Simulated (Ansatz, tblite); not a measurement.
# C19H21N3S3Si2: rung by rung

One table from this session's results is given with a row withheld; the runs are named, their logs left out.

Program: Ansatz 0.2.0, Gaussian basis. Level of theory: as each input shows. These are calculated values, not measurements.

Plan: GFN1-xTB, GFN2-xTB, PBE-D4/def2-TZVP, r2SCAN-D4/def2-TZVP, PBE-D4/def2-SVP, PBE0-D4/def2-SVP.

1 further run of the same task is left out (set aside as unsound or not needed).

## The relaxed structure

The singlet was relaxed beforehand with r2SCAN-D4/def2-SVP.

SMILES `C[Si](C)(C)C#Cc1cnc(-c2cnc(-c3cnc(C#C[Si](C)(C)C)s3)s2)s1`, 48 atoms, charge 0, spin multiplicity 1.

Bond lengths: C1–Si2 1.878 Å, C1–H28 1.102 Å, C1–H29 1.102 Å, C1–H30 1.103 Å, Si2–C3 1.878 Å, Si2–C4 1.878 Å, Si2–C5 1.847 Å, C3–H31 1.102 Å, C3–H32 1.103 Å, C3–H33 1.102 Å, C4–H34 1.102 Å, C4–H35 1.102 Å, C4–H36 1.103 Å, C5–C6 1.231 Å, C6–C7 1.402 Å, C7–C8 1.395 Å, C7–S27 1.750 Å, C8–N9 1.347 Å and more. Angles: Si2–C1–H28 111.3°, Si2–C1–H29 111.3°, Si2–C1–H30 110.6°, H28–C1–H29 107.8°, H28–C1–H30 107.9°, H29–C1–H30 107.9°, C1–Si2–C3 110.5°, C1–Si2–C4 110.7°, C1–Si2–C5 108.5°, C3–Si2–C4 110.7°, C3–Si2–C5 108.5°, C4–Si2–C5 107.9°, Si2–C3–H31 111.2°, Si2–C3–H32 110.6°, Si2–C3–H33 111.3°, H31–C3–H32 107.9°, H31–C3–H33 107.8°, H32–C3–H33 107.9° and more.

PBE0-D4/def2-TZVP was run before; its log isn't repeated, and its numbers join the tables.

Set-up of the first run:

Tight binding, by tblite at 300 K electronic temperature and without a spin-polarisation term:

```python
tblite.interface.Calculator('GFN1-xTB', numbers, positions, charge=0, uhf=0).singlepoint()
```

Tight binding, by tblite at 300 K electronic temperature and without a spin-polarisation term:

```python
tblite.interface.Calculator('GFN2-xTB', numbers, positions, charge=0, uhf=0).singlepoint()
```

start.molden holds the orbitals of an earlier run on this state, given as this run's starting guess.

in.yaml reads:

```yaml
crystal:
  periodic: [false, false, false]
  atoms:
    - {symbol: C, position_ang: [-8.754970, 0.030052, 2.429267]}
    - {symbol: Si, position_ang: [-8.648718, -0.768236, 0.732420]}
    - {symbol: C, position_ang: [-8.681976, -2.640257, 0.881778]}
    - {symbol: C, position_ang: [-10.042645, -0.166093, -0.372936]}
    - {symbol: C, position_ang: [-7.050697, -0.271272, -0.048850]}
    - {symbol: C, position_ang: [-5.995091, 0.066950, -0.583860]}
    - {symbol: C, position_ang: [-4.801822, 0.459096, -1.205915]}
    - {symbol: C, position_ang: [-4.627733, 1.129990, -2.416264]}
    - {symbol: N, position_ang: [-3.359215, 1.388333, -2.787767]}
    - {symbol: C, position_ang: [-2.492620, 0.938145, -1.901154]}
    - {symbol: C, position_ang: [-1.069067, 1.083739, -2.056691]}
    - {symbol: C, position_ang: [-0.416231, 1.696237, -3.123608]}
    - {symbol: N, position_ang: [0.929488, 1.721024, -3.065515]}
    - {symbol: C, position_ang: [1.380152, 1.140858, -1.971605]}
    - {symbol: C, position_ang: [2.779785, 1.027290, -1.656956]}
    - {symbol: C, position_ang: [3.831802, 1.501382, -2.439962]}
    - {symbol: N, position_ang: [5.074145, 1.293002, -1.964177]}
    - {symbol: C, position_ang: [5.050335, 0.657664, -0.808358]}
    - {symbol: C, position_ang: [6.173008, 0.286665, -0.045916]}
    - {symbol: C, position_ang: [7.150944, -0.039368, 0.624080]}
    - {symbol: Si, position_ang: [8.672438, -0.496176, 1.573491]}
    - {symbol: C, position_ang: [9.624336, 1.082343, 1.928465]}
    - {symbol: C, position_ang: [8.144282, -1.334385, 3.167764]}
    - {symbol: C, position_ang: [9.688668, -1.660816, 0.508126]}
    - {symbol: S, position_ang: [3.420830, 0.273203, -0.235814]}
    - {symbol: S, position_ang: [0.114675, 0.509737, -0.921764]}
    - {symbol: S, position_ang: [-3.223980, 0.147463, -0.516341]}
    - {symbol: H, position_ang: [-8.717140, 1.128670, 2.356816]}
    - {symbol: H, position_ang: [-7.923954, -0.293662, 3.076116]}
    - {symbol: H, position_ang: [-9.699300, -0.244973, 2.928446]}
    - {symbol: H, position_ang: [-8.600433, -3.121131, -0.106030]}
    - {symbol: H, position_ang: [-9.624869, -2.975381, 1.345709]}
    - {symbol: H, position_ang: [-7.850032, -3.006482, 1.504303]}
    - {symbol: H, position_ang: [-10.017991, 0.929516, -0.486126]}
    - {symbol: H, position_ang: [-9.975465, -0.610838, -1.378663]}
    - {symbol: H, position_ang: [-11.021909, -0.440482, 0.053834]}
    - {symbol: H, position_ang: [-5.465005, 1.439993, -3.045786]}
    - {symbol: H, position_ang: [-0.954303, 2.135258, -3.966116]}
    - {symbol: H, position_ang: [3.670652, 2.015847, -3.389469]}
    - {symbol: H, position_ang: [10.550457, 0.858820, 2.484215]}
    - {symbol: H, position_ang: [9.026710, 1.783423, 2.532437]}
    - {symbol: H, position_ang: [9.904327, 1.595673, 0.994820]}
    - {symbol: H, position_ang: [7.560884, -2.247082, 2.967026]}
    - {symbol: H, position_ang: [9.027637, -1.622050, 3.762185]}
    - {symbol: H, position_ang: [7.524449, -0.665896, 3.786308]}
    - {symbol: H, position_ang: [10.616198, -1.951398, 1.029472]}
    - {symbol: H, position_ang: [9.129103, -2.580092, 0.273038]}
    - {symbol: H, position_ang: [9.969892, -1.184310, -0.444472]}
basis:
  gaussian: {orbitals: def2-TZVP, fitting: {mean_field: def2-universal-jkfit}, initial_orbitals: start.molden}
hamiltonian: {xc: pbe, dispersion: d4}
scf: {omitted_lower_state_checks: [starts]}
output: {forces: true, orbitals: {seedname: orbitals}}
```

On the command line:

```console
$ ansatz run in.yaml --threads 2 --pin off --events-out ev --progress --plain --max-ram 32768MiB --backend cuda --devices 0, --max-vram 18GiB
```

Steps of the session up to this table: PBE-D4/def2-TZVP; r2SCAN-D4/def2-TZVP; PBE-D4/def2-SVP; PBE0-D4/def2-SVP.

One of the session's tables, all rows but one given; the rest of the session is left out.

It belongs to the step «Binding energy». 

| level | binding an atom (eV) |
| --- | --- |
| PBE-D4/def2-SVP | ? |
| PBE-D4/def2-TZVP | 4.830 |
| r2SCAN-D4/def2-TZVP | 4.676 |
| PBE0-D4/def2-SVP | 4.753 |
| PBE0-D4/def2-TZVP | 4.711 |

Q: Estimate the row for PBE-D4/def2-SVP from the others.

As computed: binding an atom (eV): 4.872. In the column «binding an atom (eV)» it is the highest.

Limits of these values: Free atoms were run apart at each level; binding is atoms less cluster, divided by the number of atoms, without zero-point or spin-orbit terms.
